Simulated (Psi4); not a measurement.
# HF/def2-TZVPPD (core potential) run of InCl (SMILES [Cl][In])

What is the vertical ionisation energy of InCl at HF/def2-TZVPPD (core potential)? 

The results are computed with Psi4 1.11.

1 further run of the same task is left out (set aside as unsound or not needed).

## Step 1: Starting point

InCl: 2 atoms, total charge 0, spin state singlet. SMILES: `[Cl][In]`. The coordinates come from a PBE0-D4/def2-TZVP relaxation.

Bond lengths: Cl1–In2 2.414 Å.

## Step 2: Energy and forces at HF/def2-TZVPPD (core potential)

The input, clin.inp:

```
memory 2200 MB

molecule m {
  0 1
  Cl     0.000000     0.000000    -0.013930
  In     0.000000     0.000000     2.399590
  symmetry c1
  no_reorient
  no_com
}

set puream true
set e_convergence 1e-09
set d_convergence 1e-08
set scf_type pk

E, wfn = gradient("hf/def2-TZVPPD", return_wfn=True)
oeprop(wfn, "MULLIKEN_CHARGES", "WIBERG_LOWDIN_INDICES", "QUADRUPOLE", title="HF")
```

Launch:

```
psi4 -n 1 clin.inp clin.out
```

clin.out (excerpt; [...] marks lines left out):

```text
[...]
    !!!  WARNING: ECP capability is in beta. Please check occupations closely.  !!!
[...]
  Running in c1 symmetry.
[...]
  Nuclear repulsion =   78.274165620831809
[...]
  Multiplicity = 1
[...]
  Nalpha       = 19
  Nbeta        = 19
[...]
    Number of basis functions: 107
[...]
   @RHF iter   1:  -648.73528326496478   -1.11566e+00   4.09578e-03 DIIS/ADIIS
[...]
   @RHF iter  11:  -648.81257230908034   -8.29914e-12   4.72371e-09 DIIS
[...]
    Orbital Energies [Eh]
    ---------------------
    Doubly Occupied:
       1A   -104.777649     2A    -10.506297     3A     -7.972651
       4A     -7.972082     5A     -7.972082     6A     -5.398442
       7A     -3.653616     8A     -3.653616     9A     -3.647857
      10A     -1.062297    11A     -1.040203    12A     -1.040203
      13A     -1.034326    14A     -1.034326    15A     -0.998072
      16A     -0.503462    17A     -0.424477    18A     -0.424477
      19A     -0.339196
[...]
  @RHF Final Energy:  -648.81257230908034
   => Energetics <=
    Nuclear Repulsion Energy =             78.2741656208318091
    One-Electron Energy =               -1127.2628199928274171
    Two-Electron Energy =                 400.1760820629152704
    Total Energy =                       -648.8125723090803376
[...]
  -Total Gradient:
     Atom            X                  Y                   Z
    ------   -----------------  -----------------  -----------------
       1       -0.000000000967    -0.000000000360     0.003636935323
       2        0.000000000967     0.000000000360    -0.003636935321
[...]
 Multipole Moments:
 ------------------------------------------------------------------------------------
     Multipole            Electronic (a.u.)      Nuclear  (a.u.)        Total (a.u.)
 ------------------------------------------------------------------------------------
 L = 1.  Multiply by 2.5417464519 to convert [e a0] to [Debye]
 Dipole X            :          0.0000001            0.0000000            0.0000001
 Dipole Y            :          0.0000000            0.0000000            0.0000000
 Dipole Z            :        -93.3927183           94.7784201            1.3857018
 Magnitude           :                                                    1.3857018
 L = 2.  Multiply by 1.3450342976 to convert [e a0^2] to [Debye ang]
 Quadrupole XX       :        -25.4758707            0.0000000          -25.4758707
 Quadrupole XY       :         -0.0000000            0.0000000           -0.0000000
[...]
  Mulliken Charges: (a.u.)
   Center  Symbol    Alpha    Beta     Spin     Total
       1    CL     8.81973  8.81973  0.00000 -0.63945
       2    IN    10.18027 10.18027  0.00000  0.63945
   Total alpha = 19.00000, Total beta = 19.00000, Total charge = -0.00000
  Wiberg Bond Indices using Orthogonal Lowdin Orbitals:
[...]
```

Wall time 18 s (1 thread of AMD EPYC 7R43 (Zen 3), shared host); peak memory 0.45 GiB.

## Step 3: The doublet cation: a single-point energy at UHF/def2-TZVPPD (core potential)

The input, clin.inp:

```
memory 2.2 GB

molecule m {
  1 2
  Cl
  In 1 2.41352
  symmetry c1
}

set reference uhf
set puream true
set e_convergence 1e-09
set d_convergence 1e-08
set scf_type pk
set maxiter 100

E, wfn = energy('scf/def2-TZVPPD', return_wfn=True)
print_variables()
```

Launch:

```
psi4 -n 1 clin.inp clin.out
```

clin.out (excerpt; [...] marks lines left out):

```text
[...]
    !!!  WARNING: ECP capability is in beta. Please check occupations closely.  !!!
[...]
  Running in c1 symmetry.
[...]
  Nuclear repulsion =   78.274165620831809
[...]
  Multiplicity = 2
[...]
  Nalpha       = 19
  Nbeta        = 18
[...]
    Number of basis functions: 107
[...]
   @UHF iter   1:  -648.43227392675590   -8.19946e-01   3.35439e-03 DIIS/ADIIS
[...]
   @UHF iter  14:  -648.49936284606440   -1.30740e-11   9.60333e-09 DIIS
[...]
   @S^2 Observed:                7.963416760E-01
[...]
    Orbital Energies [Eh]
    ---------------------
    Alpha Occupied:
       1A   -105.044515     2A    -10.769716     3A     -8.245901
       4A     -8.233299     5A     -8.233299     6A     -5.681288
       7A     -3.935733     8A     -3.935733     9A     -3.931037
      10A     -1.339218    11A     -1.321670    12A     -1.321670
      13A     -1.316873    14A     -1.316873    15A     -1.268844
      16A     -0.771074    17A     -0.664532    18A     -0.664532
      19A     -0.628720
    Alpha Virtual:
      20A     -0.196248    21A     -0.196248    22A     -0.121922
      23A     -0.091149    24A     -0.047719    25A     -0.047719
[...]
  @UHF Final Energy:  -648.49936284606440
   => Energetics <=
    Nuclear Repulsion Energy =             78.2741656208318091
    One-Electron Energy =               -1117.1703856328531401
    Two-Electron Energy =                 390.3968571659569307
    Total Energy =                       -648.4993628460644004
  UHF NO Occupations:
  HONO-2 :   17  A 1.9990613
  HONO-1 :   18  A 1.9783501
[...]
 Multipole Moments:
 ------------------------------------------------------------------------------------
     Multipole            Electronic (a.u.)      Nuclear  (a.u.)        Total (a.u.)
 ------------------------------------------------------------------------------------
 L = 1.  Multiply by 2.5417464519 to convert [e a0] to [Debye]
 Dipole X            :          0.0000002            0.0000000            0.0000002
 Dipole Y            :         -0.0000002            0.0000000           -0.0000002
 Dipole Z            :         38.5710408          -37.0969316            1.4741092
 Magnitude           :                                                    1.4741092
[...]
```

It took 8.1 s on 1 thread of AMD EPYC 7R43 (Zen 3), shared host; peak memory 0.45 GiB.

## Step 4: What came out

Level: HF/def2-TZVPPD (core potential).

| quantity | value |
| --- | --- |
| singlet InCl: total energy | -648.81257 Eh |
| singlet InCl: dipole moment | 3.52 D |
| singlet InCl: HOMO energy | -9.23 eV |
| singlet InCl: LUMO energy | 0.38 eV |
| singlet InCl: HOMO–LUMO gap | 9.61 eV |
| singlet InCl: largest force on an atom | 0.187 eV/Å |
| doublet cation: total energy | -648.49936 Eh |
| doublet cation: HOMO energy (highest over α and β) | -17.11 eV |
| doublet cation: LUMO energy (lowest over α and β) | -7.83 eV |
| doublet cation: ⟨S²⟩ | 0.796 |
| vertical ionisation energy (to the doublet cation) | 8.523 eV |

The vertical ionisation energy comes to 8.52 eV (197 kcal/mol). −ε(HOMO) before ionisation, 9.23 eV, is 0.71 eV above this ionisation energy.
